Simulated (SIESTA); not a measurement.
HPbNO4:

```
H Pb N O
1.0
     4.19923    0.11117    0.16817
     1.91600    3.89132    0.12568
     1.76085    1.25259    6.37266
H Pb N O
1 1 1 4
Direct
  0.89145 0.68202 0.62796
  0.14426 0.92872 0.88352
  0.25670 0.28861 0.30171
  0.83108 0.65056 0.78405
  0.38694 0.22380 0.11295
  0.31104 0.03576 0.45856
  0.07726 0.60633 0.32275
```

The cell was built by a generator and needn't be a form met in nature.

Base run:

```yaml
Program: SIESTA 5.4.2
Functional: BLYP
Potentials_or_basis: PseudoDojo 0.4 standard (PBE files)
Basis: DZP (energy shift 0.003 Ry; two zetas on semicore shells)
Grid_cutoff: 800 Ry
Energy_shift: 0.003 Ry
k_mesh: 7 × 7 × 5
Occupations: fermi-dirac, width 0.05 eV
Spin: no spin polarisation
```

Its results: band gap on the k mesh 2.80 eV, indirect (least direct gap 2.82 eV); pressure 5.9 GPa; largest force 2.182 eV/Å.

**Question.** After a change of settings the same cell gave: band gap on the k mesh 2.84 eV, indirect (least direct gap 2.86 eV); pressure 4.7 GPa; largest force 1.314 eV/Å. Which change was it?
A. functional from BLYP to PBEsol; potentials or basis from PseudoDojo 0.4 standard (PBE files) to PseudoDojo 0.4 standard (PBEsol files)
B. functional from BLYP to AM05; potentials or basis from PseudoDojo 0.4 standard (PBE files) to PseudoDojo 0.4 standard (PBEsol files)
C. functional from BLYP to LDA; potentials or basis from PseudoDojo 0.4 standard (PBE files) to PseudoDojo 0.4 standard (LDA files)
D. functional from BLYP to RPBE

**Answer.** D.

Caveats: the potentials were made for another functional, which shifts forces and pressure; spin-orbit coupling is left out, which as a rule narrows the gap of such compounds by several tenths of an eV; the basis of atomic orbitals isn't converged, which shifts pressures, moduli and gaps.

Runs at the PBE level aren't shown here.
